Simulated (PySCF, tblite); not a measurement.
# C₆H₇FP₂S: geometry, infrared bands and NMR shifts

Aim: predict the infrared bands and NMR shifts of C₆H₇FP₂S (`CSc1pc(F)pcc1C`).

Programs: tblite 0.8.0 and PySCF 2.14.0, with density-fitted response routines of our own. Each step states its level of theory. These are calculated values for one molecule in the gas phase, unless marked as measured. Atoms are numbered from 0 throughout.

## (1) Starting geometry

17 atoms, charge 0, multiplicity 1; geometry from: force field or distance geometry start.

Bonds of the start (Å): C0–S1 1.81, S1–C2 1.82, C2–P3 1.74, P3–C4 1.75, C4–F5 1.36, C4–P6 1.73, P6–C7 1.73, C7–C8 1.36, C8–C9 1.51, C8–C2 1.38, C0–H10 1.11, C0–H11 1.10, C0–H12 1.11, C7–H13 1.10, C9–H14 1.13, C9–H15 1.09, C9–H16 1.10.

## (2) Relaxing the molecule with GFN2-xTB

Job settings and geometry (Å):

```
{"job": {"kind": "relax", "xc": "GFN2-xTB", "basis": "xTB"}, "charge": 0, "multiplicity": 1}
C     -2.831000     0.445600    -0.324200
S     -1.449100     0.139100    -1.458000
C      0.133200     0.393400    -0.588900
P      0.715700     2.028300    -0.699600
C      2.231400     2.361800     0.119600
F      2.817900     3.584000     0.120700
P      2.866800     0.947000     0.877100
C      1.943700    -0.514400     0.740300
C      0.764400    -0.636600     0.070900
C      0.068200    -1.973400     0.037900
H     -2.675300     1.465200     0.090200
H     -2.840800    -0.243300     0.527600
H     -3.831600     0.379500    -0.809000
H      2.404800    -1.375300     1.244800
H      0.234300    -2.454200    -0.966900
H      0.458900    -2.652500     0.801200
H     -1.018600    -1.882300     0.206400
```

On the command line:

```console
> OMP_NUM_THREADS=1 python probes_run.py task.json out
```

One launch serves the whole session: the jobs run in the order shown.

**Question.** This job is followed by: GFN2-xTB harmonic vibrations, gas phase; GIAO PBE0/pcSseg-1 NMR shielding, non-relativistic, gas phase. What will the session give for the following? strongest single infrared mode (GFN2-xTB); zero-point energy (GFN2-xTB); 13C shifts against TMS (PBE0/pcSseg-1); 1H shifts against TMS (PBE0/pcSseg-1, means over atoms taken as alike); 33S shifts against CS2 (PBE0/pcSseg-1); 31P shifts against H3PO4 (PBE0/pcSseg-1); 19F shifts against CFCl3 (PBE0/pcSseg-1); surface potential, 1st and 99th percentile.

As calculated:

| quantity | value |
| --- | --- |
| strongest single infrared mode (GFN2-xTB) | 1065 cm⁻¹, 104 km/mol |
| zero-point energy (GFN2-xTB) | 71.2 kcal/mol |
| 13C shifts against TMS (PBE0/pcSseg-1) | 252.1, 187.7, 163.2, 141.8, 28.4, 23.2 ppm |
| 1H shifts against TMS (PBE0/pcSseg-1, means over atoms taken as alike) | 8.90, 2.72, 2.68 ppm |
| 33S shifts against CS2 (PBE0/pcSseg-1) | 89 ppm |
| 31P shifts against H3PO4 (PBE0/pcSseg-1) | 180.6, 180.0 ppm |
| 19F shifts against CFCl3 (PBE0/pcSseg-1) | -54.5 ppm |
| surface potential, 1st and 99th percentile | -0.84 V and 1.21 V |

**Reading.** Over 148 steps the energy fell by 1.396 eV; of the close pairs, S1–C2 changed most, 1.823 to 1.767 Å. No mode is imaginary among the 45: a minimum at this level. The strongest single mode, at 1065 cm⁻¹, moves mainly C4. GFN2-xTB is a fitted tight-binding method: band positions and strengths are rough. Its intensities can rank the bands wrongly. NICS(1)zz of -22 ppm above the planar ring from C2 marks a diatropic (aromatic) ring current. At PBE0/pcSseg-1, counted by nearest atom on the grid, the HOMO lies on S1 38 %; P6 20 %, the LUMO on P3 24 %; C2, C7 about 19 % each.
